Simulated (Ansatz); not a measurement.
**CH₇FOSi₂: basis-set convergence**

An exercise on one series of results from a longer session: the logs are not shown, and one member is left open.

The runs use Ansatz 0.2.0, Gaussian basis; one geometry, several basis sets.

The runs, in order: PBE0-D4/def2-SVP; ωB97M-V/def2-SVP; PBE0-D4/def2-QZVPP; ωB97M-V/def2-QZVPP; the functionals' def2-TZVPP values are taken from earlier runs.

## The geometry

All runs share one geometry, relaxed beforehand with PBE0-D4 in a triple-zeta def2 set.

SMILES `CO[SiH](F)[SiH3]`, 12 atoms, charge 0, spin multiplicity 1.

Atoms are counted from 1 here; the program's logs count them from 0.

Bond lengths: C1–O2 1.413 Å, C1–H6 1.096 Å, C1–H7 1.091 Å, C1–H8 1.093 Å, O2–Si3 1.629 Å, Si3–F4 1.605 Å, Si3–Si5 2.338 Å, Si3–H9 1.490 Å, Si5–H10 1.487 Å, Si5–H11 1.487 Å, Si5–H12 1.486 Å. Angles: O2–C1–H6 111.5°, O2–C1–H7 108.3°, O2–C1–H8 110.6°, H6–C1–H7 108.7°, H6–C1–H8 108.8°, H7–C1–H8 108.9°, C1–O2–Si3 125.1°, O2–Si3–F4 110.5°, O2–Si3–Si5 106.9°, O2–Si3–H9 109.5°, F4–Si3–Si5 109.4°, F4–Si3–H9 105.0°, Si5–Si3–H9 115.6°, Si3–Si5–H10 109.4°, Si3–Si5–H11 109.9°, Si3–Si5–H12 110.3°, H10–Si5–H11 108.7°, H10–Si5–H12 109.4° and more.

The first run:

in.yaml reads:

```yaml
crystal:
  periodic: [false, false, false]
  atoms:
    - {symbol: C, position_ang: [-1.618480, 0.307735, 1.583000]}
    - {symbol: O, position_ang: [-0.906509, 0.257598, 0.363549]}
    - {symbol: Si, position_ang: [0.550366, -0.440876, 0.158446]}
    - {symbol: F, position_ang: [0.428320, -2.036786, 0.271978]}
    - {symbol: Si, position_ang: [1.281286, 0.132759, -1.986860]}
    - {symbol: H, position_ang: [-0.946705, 0.465215, 2.434576]}
    - {symbol: H, position_ang: [-2.322648, 1.139596, 1.534980]}
    - {symbol: H, position_ang: [-2.176518, -0.619314, 1.740718]}
    - {symbol: H, position_ang: [1.454257, -0.043898, 1.273934]}
    - {symbol: H, position_ang: [1.467757, 1.606073, -2.066967]}
    - {symbol: H, position_ang: [2.582421, -0.529378, -2.271090]}
    - {symbol: H, position_ang: [0.283353, -0.293724, -3.002364]}
basis:
  gaussian: {orbitals: def2-SVP}
hamiltonian: {xc: pbe0, dispersion: d4}
output: {orbitals: {seedname: orbitals}}
```

On the command line:

```console
$ ansatz run in.yaml --threads 4 --pin off --events-out ev --progress --plain --max-ram 10444MiB
```

Among the steps run: PBE0-D4 in def2-SVP; ωB97M-V in def2-SVP; PBE0-D4 in def2-QZVPP; ωB97M-V in def2-QZVPP.

One table of the session follows, with a row left open; its other results are not shown here.

| functional | basis | HOMO (eV) | LUMO (eV) |
| --- | --- | --- | --- |
| PBE0-D4 | def2-SVP | -8.19 | 0.27 |
| PBE0-D4 | def2-TZVPP | -8.24 | -0.10 |
| PBE0-D4 | def2-QZVPP | -8.25 | -0.20 |
| ωB97M-V | def2-SVP | ? | ? |
| ωB97M-V | def2-TZVPP | -10.32 | 1.66 |
| ωB97M-V | def2-QZVPP | -10.33 | 1.38 |

Q: Estimate the row for ωB97M-V, def2-SVP from the others.

The run gave: HOMO (eV): -10.23; LUMO (eV): 2.18. In the column «HOMO (eV)» it lies between ωB97M-V, def2-TZVPP (-10.32) and PBE0-D4, def2-QZVPP (-8.25).
